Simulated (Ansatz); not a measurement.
NiMoIrPdW in Ansatz: the effect of functional

The system is NiMoIrPdW.

```
Ni Mo Pd Ir W
1.0
    -1.37004    1.37004    9.71647
     1.37004   -1.37004    9.71647
     1.37004    1.37004   -9.71647
Ni Mo Pd Ir W
1 1 1 1 1
Direct
  0.19862 0.19862 0.00000
  0.60922 0.60922 0.00000
  0.79310 0.79310 0.00000
  0.39944 0.39944 0.00000
  0.99565 0.99565 0.00000
```

The cell was built by a generator and needn't be a form met in nature.

Alike in all runs:

| Item | Value |
| --- | --- |
| Program | Ansatz 0.2.0 |
| Task | band structure |
| Potentials or basis | Ansatz PAW |
| k mesh | 13 × 13 × 13 |
| Occupations | fermi-dirac, width 0.05 eV |
| Spin | collinear spin, ferromagnetic start |
| Starting moments | [1.0, 1.0, 0.0, 0.6, 0.0] μB |

| functional | cutoff | pressure (GPa) | largest force (eV/Å) |
| --- | --- | --- | --- |
| LDA | 420 eV (not typed: the program's choice for these potentials) | -14.7 | 0.26 |
| PBE | 420 eV (not typed: the program's choice for these potentials) | 0.0 | 0.03 |
| PBEsol | 420 eV (not typed: the program's choice for these potentials) | -9.2 | 0.16 |
| r2SCAN | 500 eV (not typed: the program's choice for these potentials) | ? | ? |

Task: What does the run with functional r2SCAN give?

Result: Pressure -5.5 GPa; largest force 0.24 eV/Å.

Caveats: the starting moments weren't kept; the PAW data sets come from PBE, with cores solved anew for the run's functional, which leaves a small shift of forces and pressure (some runs); the magnetic or orbital state may not be the lowest (some runs).
